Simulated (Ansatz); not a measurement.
An input for Ansatz 0.2.0 (NaTb2Sc2FeO9):

The input input.yaml:

```yaml
crystal:
  lattice:
    - [3.86027, 0.0, 0.0]
    - [0.0, 3.86027, 0.0]
    - [0.0, 0.0, 12.40604]
  atoms:
    - { symbol: Na, position: [0.0, 0.0, 0.5] }
    - { symbol: Tb, position: [0.0, 0.0, 0.82102], spin: 6.0 }
    - { symbol: Tb, position: [0.0, 0.0, 0.17898], spin: 6.0 }
    - { symbol: Sc, position: [0.5, 0.5, 0.33749] }
    - { symbol: Sc, position: [0.5, 0.5, 0.66251] }
    - { symbol: Fe, position: [0.5, 0.5, 0.0], spin: 3.0 }
    - { symbol: O, position: [0.0, 0.5, 0.0] }
    - { symbol: O, position: [0.5, 0.5, 0.85767] }
    - { symbol: O, position: [0.5, 0.5, 0.14233] }
    - { symbol: O, position: [0.5, 0.0, 0.0] }
    - { symbol: O, position: [0.0, 0.5, 0.2879] }
    - { symbol: O, position: [0.0, 0.5, 0.7121] }
    - { symbol: O, position: [0.5, 0.5, 0.5] }
    - { symbol: O, position: [0.5, 0.0, 0.2879] }
    - { symbol: O, position: [0.5, 0.0, 0.7121] }
hamiltonian:
  xc: pbe
  pseudopotentials: { kind: nc }
magnetization:
  spin_polarized: true
kpoints:
  mp_grid: { grid: [7, 7, 3] }
scf:
  occupations: { method: fermi_dirac, width: 0.05 }
output:
  forces: true
  stress: true
  eigenvalues: true
```

Potentials or basis: Ansatz NC.

Command:

```bash
$ ansatz run input.yaml --threads 8 --pin off --max-ram 20480MiB --backend cpu --events-out ev --progress --plain --runs-dir out
```

Question: What does the program do with it?

Answer: The run stopped without a result. It printed:

Output:

```text
Error: no pseudopotential record for Tb at <dir> Nothing was run.
  By this build's list the table `kind: nc`, `accuracy: standard` of `hamiltonian.pseudopotentials` has no Tb in this build's library.
Fix: take Tb from another table that serves this run, or name a record of your own for Tb alone.
  `kind`, and `accuracy` or `source` (`level` with this project's own files alone, `core` of norm-conserving files with no table named), under `hamiltonian.pseudopotentials` apply to every element of the deck. For PBE this build's library has files of Tb, which may not all serve this run, under
    kind: nc       accuracy: lanthanide_3plus (`lanthanide_3plus` for 3+ ions alone)
    kind: paw      source: ansatz or jth, or accuracy: standard or stringent (the limits of `source: ansatz`: that key's Limitations)
  To change Tb alone, name a record of the deck's `kind` under `hamiltonian.pseudopotentials.azcp`, as `Tb: <path>` (`python -m ansatz.pseudopotential add <file.upf> <file.azcp>` makes one from a UPF file).
  `python` is the interpreter of the environment that holds the engine's wheel, or a checkout's `.venv/bin/python`.
```
